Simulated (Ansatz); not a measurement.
I need energies of removing a hydrogen of C2H4Cl2Si, SMILES ClC1C[SiH]1Cl. Use Ansatz's Python interface. Level of theory (for the species named): B3LYP, STO-3G basis, multiplicity 1, D3BJ dispersion.

```
atom    x (Å)    y (Å)    z (Å)
  Cl  -1.0136  -1.7696   1.4228
   C  -0.2668  -0.2598   0.9050
   C   0.8196  -0.3463  -0.0796
  Si  -0.6980   0.5207  -0.6586
  Cl  -0.3027   2.4744  -0.8895
   H  -0.1470   0.4155   1.7565
   H   1.7071   0.3426   0.0166
   H   1.0681  -1.2529  -0.6054
   H  -1.0783  -0.1708  -1.8851
```

Script `run_bde.py`:
```python
"""Cost of removing each kind of hydrogen from C2H4Cl2Si, fragments frozen."""

import ansatz


def energy_of(molecule, charge=0, unpaired=0):
    calc = (
        molecule.calculation()
        .basis(gaussian="STO-3G")
        .functional("b3lyp", dispersion="d3bj")
    )
    if charge:
        calc = calc.charge(charge)
    if unpaired:
        calc = calc.spin("collinear", total=unpaired)
    report = calc.run(threads=1, pin="off").report
    if report["published_state_doubts"]:
        print("  doubts:", report["published_state_doubts"])
    return report["free_energy_ev"]

GEOMETRY = """
Cl   -1.01360   -1.76960    1.42280
C    -0.26680   -0.25980    0.90500
C     0.81960   -0.34630   -0.07960
Si   -0.69800    0.52070   -0.65860
Cl   -0.30270    2.47440   -0.88950
H    -0.14700    0.41550    1.75650
H     1.70710    0.34260    0.01660
H     1.06810   -1.25290   -0.60540
H    -1.07830   -0.17080   -1.88510
"""

def without(molecule, index):
    rest = ansatz.Crystal.molecule()
    for i, site in enumerate(molecule.cartesian_sites):
        if i != index:
            rest = rest.atom(site.symbol, site.position_ang)
    return rest


def main() -> None:
    geometry = ansatz.Crystal.molecule()
    for line in GEOMETRY.strip().splitlines():
        symbol, *xyz = line.split()
        geometry = geometry.atom(symbol, [float(v) for v in xyz])

    whole = energy_of(geometry, 0)
    hydrogen = energy_of(ansatz.Crystal.molecule().atom("H", (0, 0, 0)), 0, 1)
    print(f"E(molecule) = {whole:.5f} eV, E(H) = {hydrogen:.5f} eV")
    for index in [5, 7, 8]:
        radical = energy_of(without(geometry, index), 0, 1)
        print(f"H{index}: homolysis {(radical + hydrogen - whole):.3f} eV")


if __name__ == "__main__":
    main()
```

```console
$ python run_bde.py
E(molecule) = -34672.15725 eV, E(H) = -12.72221 eV
H5: homolysis 5.530 eV
H7: homolysis 6.208 eV
H8: homolysis 4.814 eV
```

What to keep in mind:
- The settings weren't tested for convergence.
- The geometry is a force-field or estimated start, not a minimum of this method, and the basis set is short of its limit. All parts are taken at fixed geometry, without zero-point energy.
- b3lyp holds the VWN-RPA fit, as in Gaussian; the form of ORCA and Turbomole is b3lyp5.
- Finished in 9.6 s on 1 thread of Arm Neoverse V1, on a shared host, peak memory 0.2 GiB.

(Lines on the test bed's own set-up are left out of the output.)
